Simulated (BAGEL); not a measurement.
# HF/STO-3G (density fitting with qzvpp-jkfit) run of CH2FNSSi (SMILES FC1=N[SiH2]S1)

Aim: the vertical ionisation energy of CH2FNSSi at HF/STO-3G (density fitting with qzvpp-jkfit), from 2 runs. 

The calculation is run with BAGEL 1.2.2.

1 further run of the same task is left out (it didn't finish). Runs told in other sessions of the task aren't counted.

### Step 1. The system as given

CH2FNSSi: 7 atoms, total charge 0, spin state singlet. SMILES: `FC1=N[SiH2]S1`. Geometry: relaxed at PBE0-D4/def2-TZVP.

Bond lengths: F1–C2 1.316 Å, C2–N3 1.264 Å, N3–Si4 1.755 Å, C2–S5 1.779 Å, Si4–S5 2.172 Å, Si4–H6 1.478 Å, Si4–H7 1.478 Å. Some angles: F1–C2–N3 124.1°, F1–C2–S5 117.1°, N3–C2–S5 118.7°, C2–N3–Si4 91.5°, N3–Si4–S5 83.4°, C2–S5–Si4 66.4°, N3–Si4–H6 115.0°, N3–Si4–H7 115.0°, S5–Si4–H6 114.2°, S5–Si4–H7 114.2°.

### Step 2. The energy at HF/STO-3G (density fitting with qzvpp-jkfit)

Input file job.json:

```json
{ "bagel" : [

{
  "title" : "molecule",
  "basis" : "sto-3g",
  "df_basis" : "qzvpp-jkfit",
  "angstrom" : true,
  "geometry" : [
    { "atom" : "F", "xyz" : [       1.147800,      -1.939300,       1.137100 ] },
    { "atom" : "C", "xyz" : [       0.551100,      -0.929900,       0.538600 ] },
    { "atom" : "N", "xyz" : [      -0.672300,      -0.915900,       0.221400 ] },
    { "atom" : "Si", "xyz" : [      -0.525200,       0.696600,      -0.454900 ] },
    { "atom" : "S", "xyz" : [       1.547900,       0.494500,       0.161700 ] },
    { "atom" : "H", "xyz" : [      -1.272100,       1.746800,       0.268200 ] },
    { "atom" : "H", "xyz" : [      -0.716300,       0.779100,      -1.917900 ] }
  ]
},

{ "title" : "hf", "charge" : 0 },

{ "title" : "print", "file" : "orbitals.molden", "orbitals" : true }

]}
```

The run is started by

```console
$ BAGEL_NUM_THREADS=1 BAGEL job.json > job.out
```

Standard output:

```text
* using 1 threads per process

  ===============================================================
  ===============================================================

  *** Geometry ***

  { "atom" : "F", "xyz" : [      2.169028,     -3.664746,      2.148808 ] },
  { "atom" : "C", "xyz" : [      1.041428,     -1.757256,      1.017806 ] },
  { "atom" : "N", "xyz" : [     -1.270463,     -1.730800,      0.418385 ] },
  { "atom" : "Si", "xyz" : [     -0.992484,      1.316383,     -0.859636 ] },
  { "atom" : "S", "xyz" : [      2.925107,      0.934470,      0.305569 ] },
  { "atom" : "H", "xyz" : [     -2.403921,      3.300974,      0.506825 ] },
  { "atom" : "H", "xyz" : [     -1.353611,      1.472286,     -3.624306 ] },

  Number of auxiliary basis functions:      521

  Since a DF basis is specified, we compute 2- and 3-index integrals:
    o Being stored without compression. Storage requirement is 0.005 GB

  Number of basis functions:       35
  Number of electrons      :       54

    * METHOD: MOLECULE                             0.22

  *** RHF ***

  === Nuclear Repulsion ===
   279.6957152972

      * DIIS with orbital gradients will be used.

  === RHF iteration (sto-3g) ===
      0       -868.92375365          0.02263519           0.04
      1       -869.06833912          0.01246061           0.03
      2       -869.11317929          0.00159110           0.03
      3       -869.11487878          0.00070444           0.03
      4       -869.11534468          0.00021520           0.03
      5       -869.11540433          0.00007412           0.03
      6       -869.11541132          0.00001936           0.03
      7       -869.11541173          0.00000633           0.04
      8       -869.11541177          0.00000148           0.03
      9       -869.11541178          0.00000060           0.03
     10       -869.11541178          0.00000026           0.03
     11       -869.11541178          0.00000007           0.03
     12       -869.11541178          0.00000003           0.03
     13       -869.11541178          0.00000001           0.03
     14       -869.11541178          0.00000001           0.03
    * SCF iteration converged.

    * Permanent dipole moment:
           (    0.079805,    -0.954839,     0.442929) a.u.

    * METHOD: HF                                   0.64

    * METHOD: PRINT                                0.00

  ===============================================================
```

It took 1 s on 1 thread of Arm Neoverse V1, shared host.

### Step 3. The doublet cation, same level

Input file job.json:

```json
{ "bagel": [

{
  "title": "molecule",
  "basis": "sto-3g",
  "df_basis": "qzvpp-jkfit",
  "angstrom": "true",
  "geometry": [
    { "atom": "F", "xyz": [       1.147800,      -1.939300,       1.137100 ] },
    { "atom": "C", "xyz": [       0.551100,      -0.929900,       0.538600 ] },
    { "atom": "N", "xyz": [      -0.672300,      -0.915900,       0.221400 ] },
    { "atom": "Si", "xyz": [      -0.525200,       0.696600,      -0.454900 ] },
    { "atom": "S", "xyz": [       1.547900,       0.494500,       0.161700 ] },
    { "atom": "H", "xyz": [      -1.272100,       1.746800,       0.268200 ] },
    { "atom": "H", "xyz": [      -0.716300,       0.779100,      -1.917900 ] }
  ]
},

{
  "title": "uhf",
  "charge": 1,
  "nopen": 1
},

{
  "title": "print",
  "file": "orbitals.molden",
  "orbitals": "true"
}

]}
```

The run is started by

```console
$ BAGEL_NUM_THREADS=1 BAGEL job.json > job.out
```

Standard output:

```text
* using 1 threads per process

  ===============================================================
  ===============================================================

  *** Geometry ***

  { "atom" : "F", "xyz" : [      2.169028,     -3.664746,      2.148808 ] },
  { "atom" : "C", "xyz" : [      1.041428,     -1.757256,      1.017806 ] },
  { "atom" : "N", "xyz" : [     -1.270463,     -1.730800,      0.418385 ] },
  { "atom" : "Si", "xyz" : [     -0.992484,      1.316383,     -0.859636 ] },
  { "atom" : "S", "xyz" : [      2.925107,      0.934470,      0.305569 ] },
  { "atom" : "H", "xyz" : [     -2.403921,      3.300974,      0.506825 ] },
  { "atom" : "H", "xyz" : [     -1.353611,      1.472286,     -3.624306 ] },

  Number of auxiliary basis functions:      521

  Since a DF basis is specified, we compute 2- and 3-index integrals:
    o Being stored without compression. Storage requirement is 0.005 GB

  Number of basis functions:       35
  Number of electrons      :       54

    * METHOD: MOLECULE                             0.22

  *** Open-shell HF ***

  === Nuclear Repulsion ===
   279.6957152972

      * DIIS with orbital gradients will be used.

  === UHF iteration (sto-3g) ===
      0       -868.68317040          0.04647408           0.07
      1       -868.83853679          0.02643817           0.07
      2       -868.87511264          0.01602323           0.07
      3       -868.89628788          0.00146648           0.07
      4       -868.89838877          0.00071130           0.07
      5       -868.90009862          0.00034788           0.07
      6       -868.90127350          0.00031067           0.07
      7       -868.90242799          0.00026158           0.07
      8       -868.90390138          0.00007581           0.07
      9       -868.90390517          0.00001870           0.07
     10       -868.90390576          0.00000943           0.07
     11       -868.90390625          0.00000337           0.07
     12       -868.90390633          0.00000108           0.07
     13       -868.90390634          0.00000068           0.07
     14       -868.90390636          0.00000016           0.07
     15       -868.90390636          0.00000006           0.07
     16       -868.90390636          0.00000003           0.07
     17       -868.90390636          0.00000002           0.07
     18       -868.90390636          0.00000001           0.07
     19       -868.90390636          0.00000001           0.07
    * SCF iteration converged.

    * S^2 (UHF) is 1.0068

    * Permanent dipole moment:
           (   -0.201508,    -1.724324,     0.711960) a.u.

    * METHOD: UHF                                  1.58

    * METHOD: PRINT                                0.00

  ===============================================================
```

It took 1.9 s on 1 thread of Arm Neoverse V1, shared host.

### Step 4. Outcome

Level: HF/STO-3G (density fitting with qzvpp-jkfit).

| quantity | value |
| --- | --- |
| singlet CH2FNSSi: total energy | -869.11541 Eh |
| singlet CH2FNSSi: dipole moment | 2.68 D |
| singlet CH2FNSSi: HOMO energy | -7.25 eV |
| singlet CH2FNSSi: LUMO energy | 8.33 eV |
| singlet CH2FNSSi: HOMO–LUMO gap | 15.57 eV |
| doublet cation: total energy | -868.90391 Eh |
| doublet cation: ⟨S²⟩ | 1.007 |
| vertical ionisation energy (to the doublet cation) | 5.755 eV |

In words: Removing an electron at fixed nuclei costs 5.76 eV (555 kJ/mol). −ε(HOMO) before ionisation, 7.25 eV, is 1.49 eV above this ionisation energy. In a minimal basis such a difference can be off by several eV, whatever the method. ⟨S²⟩ (doublet cation) is 1.01 where a pure doublet has 0.75: the reference is spin-contaminated.
